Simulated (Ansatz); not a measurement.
# LiBeB: the cost of one run

Program: Ansatz 0.2.0. Level of theory: DFT PBEsol, scalar-relativistic, plane waves, PAW. These are calculated values, not measurements.

### Step 1. Starting point

It takes space group Pnma (No. 62, orthorhombic). The conventional cell has a = 5.583 Å, b = 2.976 Å, c = 7.323 Å, α = 90.00°, β = 90.00°, γ = 90.00°. Li (site symmetry m) is surrounded by 4 B at 2.22 to 2.35 Å and 5 Be at 2.30 to 2.37 Å. Around Be (site symmetry m) lie 5 Li at 2.30 to 2.37 Å and 2 B at 2.46 Å. B (site symmetry m) has 2 B at 1.89 Å and 4 Li at 2.22 to 2.35 Å and 2 Be at 2.46 Å in its first shell of neighbours.

Structure file:

```
Li Be B
1.0
     5.58276    0.00000    0.00000
     0.00000    2.97632    0.00000
     0.00000    0.00000    7.32304
Li Be B
4 4 4
Direct
  0.22492 0.25000 0.34263
  0.27508 0.75000 0.84263
  0.72492 0.25000 0.15737
  0.77508 0.75000 0.65737
  0.09010 0.25000 0.64960
  0.40990 0.75000 0.14960
  0.59010 0.25000 0.85040
  0.90990 0.75000 0.35040
  0.09161 0.25000 0.03882
  0.40839 0.75000 0.53882
  0.59161 0.25000 0.46118
  0.90839 0.75000 0.96118
```

This is candidate A: PrTeAs type (Pnma, No. 62).

(A quick probe on a coarse mesh, which set the mesh and smearing, is not shown.)

### Step 3. Rough relaxation on the coarse mesh (candidate A)

Contents of input.yaml:

```yaml
crystal:
  lattice:
    - [5.5827648822, 0.0, 0.0]
    - [0.0, 2.9763187519, 0.0]
    - [0.0, 0.0, 7.3230444631]
  atoms:
    - { symbol: Li, position: [0.22492, 0.25, 0.34263] }
    - { symbol: Li, position: [0.27508, 0.75, 0.84263] }
    - { symbol: Li, position: [0.72492, 0.25, 0.15737] }
    - { symbol: Li, position: [0.77508, 0.75, 0.65737] }
    - { symbol: Be, position: [0.0901, 0.25, 0.6496] }
    - { symbol: Be, position: [0.4099, 0.75, 0.1496] }
    - { symbol: Be, position: [0.5901, 0.25, 0.8504] }
    - { symbol: Be, position: [0.9099, 0.75, 0.3504] }
    - { symbol: B, position: [0.09161, 0.25, 0.03882] }
    - { symbol: B, position: [0.40839, 0.75, 0.53882] }
    - { symbol: B, position: [0.59161, 0.25, 0.46118] }
    - { symbol: B, position: [0.90839, 0.75, 0.96118] }
basis:
  ecutwfc: 420
kpoints:
  mp_grid: { grid: [4, 6, 4] }
hamiltonian:
  xc: pbesol
scf:
  occupations: { method: gaussian, width: 0.1 }
  lower_state_search: "off"
output:
  forces: true
  stress: true
  eigenvalues: true
relax:
  adjacent_minimum: "off"
  f_tol: 0.04
  max_steps: 70
  cell: { stress_tol: 0.4 }
```

Started as:

```bash
ansatz run input.yaml --threads 1 --pin off --max-ram 2560MiB --backend cpu --events-out ev --progress --plain --runs-dir out
```

What time and memory should one allow on 1 thread of Arm Neoverse V1, shared host?

About 3.7 min, with a peak of 0.42 GiB.
